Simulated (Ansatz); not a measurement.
Runs of Ansatz 0.2.0 on AlCo4. The structure is trigonal, space group R-3m (No. 166). The conventional cell has a = 2.579 Å, b = 2.579 Å, c = 29.923 Å, α = 90.00°, β = 90.00°, γ = 120.00°. Around Co (site symmetry 3m) lie 9 Co at 2.45 to 2.58 Å and 3 Al at 2.52 Å. Co (site symmetry 3m) has 12 Co at 2.45 to 2.58 Å as nearest neighbours. Al (site symmetry -3m) is surrounded by 6 Co at 2.52 Å and 6 Al at 2.58 Å. The cell comes from a database or a generator and needn't be the stable form of this composition.

```tsv
level	cutoff (eV)	gap on the mesh (eV)	pressure (GPa)	moment (μB)	relaxed volume (Å³/atom)
PBEsol+D3(BJ)	420	none	0.0	5.39	10.67
r2SCAN	500	none	0.0	(a)	11.44
PBEsol	420	none	0.0	5.65	(b)
PBEsol+D4	420	none	0.0	5.50	10.81
LDA	420	none	0.0	4.56	10.51
PBEsol+D3(BJ)-ATM	420	none	0.0	5.45	10.74
PBE	420	none	0.0	6.03	11.51
```

Alike in all rows: task relaxation of cell and atoms; potentials or basis Ansatz PAW; spin collinear, ferromagnetic start; cell relaxed; k mesh 12 × 12 × 12; smearing fermi-dirac 0.05 eV.

Problem. Estimate the missing entries.

Solution. (a) 6.91; (b) 11.00.

Caveats: the plane-wave basis is chosen anew once the cell has moved, so the energies of steps on either side of that aren't comparable; the PAW data sets come from PBE, with cores solved anew for the run's functional, which leaves a small shift of forces and pressure (some runs); pairwise dispersion overbinds metals, which lowers pressure and volume (some runs); the magnetic or orbital state may not be the lowest (some runs).

A gap of «none» marks a metal or a gap under the smearing width.
